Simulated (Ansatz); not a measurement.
GaH2O, SMILES [O][GaH2], a search for lower mean-field states

With the Python package of Ansatz (0.2.0).

Notebook, run cell by cell (the value of a cell's last expression is shown):

In [1]:
```python
import ansatz
from ase import Atoms
import numpy as np
```

In [2]:
```python
atoms = Atoms(['O', 'Ga', 'H', 'H'], positions=[
    (-0.966, -0.5002, 1.2158),
    (0.2102, 0.0345, -0.0803),
    (-0.8257, -0.0892, -1.409),
    (1.637, 0.4946, 0.2531),
])
geometry = ansatz.Crystal.molecule_from_ase(atoms)
symbols = [site.symbol for site in geometry.cartesian_sites]
```

In [3]:
```python
start = np.array([site.position_ang for site in geometry.cartesian_sites])
for factor in [1.0, 1.5]:
    xyz = (start - start.mean(axis=0)) * factor
    scaled = ansatz.Crystal.molecule()
    for symbol, place in zip(symbols, xyz):
        scaled = scaled.atom(symbol, place.tolist())
    calc = (
        scaled.calculation()
        .basis(gaussian='def2-SVP')  # atom-centred Gaussian functions
        .functional('b3lyp')
        .spin('collinear', total=1)  # two spin channels
    )
    for search in ('off', 'standard'):
        try:
            rep = calc.scf(lower_state_search=search).run(threads=1, pin='off').report
        except ansatz.AnsatzError as error:
            print(f'x{factor} search {search}: {type(error).__name__}')
            continue
        state = rep['mean_field']['state']
        print(f'all distances x{factor}, search {search:8s} E = {rep["free_energy_ev"]:.5f} eV  <S^2> = {abs(state["spin_squared"]):.3f}  other states met: {len(rep["mean_field"]["others"])}')
```
```text
all distances x1.0, search off      E = -54448.39720 eV  <S^2> = 0.756  other states met: 0
all distances x1.0, search standard E = -54448.39720 eV  <S^2> = 0.756  other states met: 4
all distances x1.5, search off      E = -54442.77159 eV  <S^2> = 1.514  other states met: 0
all distances x1.5, search standard E = -54442.77159 eV  <S^2> = 1.514  other states met: 9
```

What to keep in mind:
- The settings weren't tested for convergence.
- The count of other states can hold repeated and symmetry-equivalent ends of the search; scaling all distances is a test, and for more than two atoms no physical path.
- The geometry comes from a force field and isn't relaxed at this level.
- The run takes the species as open-shell (spin multiplicity 2), which needn't be its ground state.
- The expectation value of S² is noticeably off S(S+1) in at least one run, so that state is spin-contaminated.
- b3lyp holds the VWN-RPA fit, as in Gaussian; the form of ORCA and Turbomole is b3lyp5.
- Finished in 30 s on 1 thread of Arm Neoverse V1 (shared host), peak memory 0.21 GiB.
